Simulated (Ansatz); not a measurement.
Crystal: CaBr.

```xyz
4
Lattice="4.0841 0.0000 0.0000 -2.0421 3.5370 0.0000 0.0000 0.0000 9.6721" Properties=species:S:1:pos:R:3 pbc="T T T"
Br    2.0421    1.1790    5.1696
Br    0.0000    2.3580    0.3336
Ca    2.0421    1.1790    8.1295
Ca    0.0000    2.3580    3.2935
```

The cell comes from a database or a generator and needn't be the stable form of this composition.

| Property | Result |
| --- | --- |
| Program | Ansatz 0.2.0 |
| Task | relaxation of cell and atoms |
| Functional | PBE |
| Potentials or basis | Ansatz PAW |
| Cutoff | 420 eV (not typed: the program's choice for these potentials) |
| k mesh | 8 × 8 × 3 |
| Occupations | fermi-dirac, width 0.05 eV |
| Spin | no spin polarisation |

At the start: volume 34.93 Å³/atom.

Q: Where does the relaxation end?

A: It ends after 4 steps and the volume is 35.38 Å³/atom (+1.3 %); space group P6_3mc (No. 186, to 0.05 Å).

The path:
```
step  energy change (eV)  largest force (eV/Å)  volume (Å³)
   1              0.0000                0.1264       139.72
   2             -0.0135                0.0228       140.97
   3             -0.0142                0.0018       141.53
   4             -0.0143                0.0017       141.53
```

Final structure:
```cif
data_structure
_symmetry_space_group_name_H-M 'P 1'
_symmetry_Int_Tables_number 1
_cell_length_a 4.0721
_cell_length_b 4.0721
_cell_length_c 9.8557
_cell_angle_alpha 90.000
_cell_angle_beta 90.000
_cell_angle_gamma 120.000
_cell_volume 141.53
loop_
_atom_site_label
_atom_site_type_symbol
_atom_site_fract_x
_atom_site_fract_y
_atom_site_fract_z
_atom_site_occupancy
Br1 Br 0.66667 0.33333 0.53679 1
Br2 Br 0.33333 0.66667 0.03679 1
Ca1 Ca 0.66667 0.33333 0.83821 1
Ca2 Ca 0.33333 0.66667 0.33821 1
```

Caveat: the plane-wave basis is chosen anew once the cell has moved, so the energies of steps on either side of that aren't comparable.
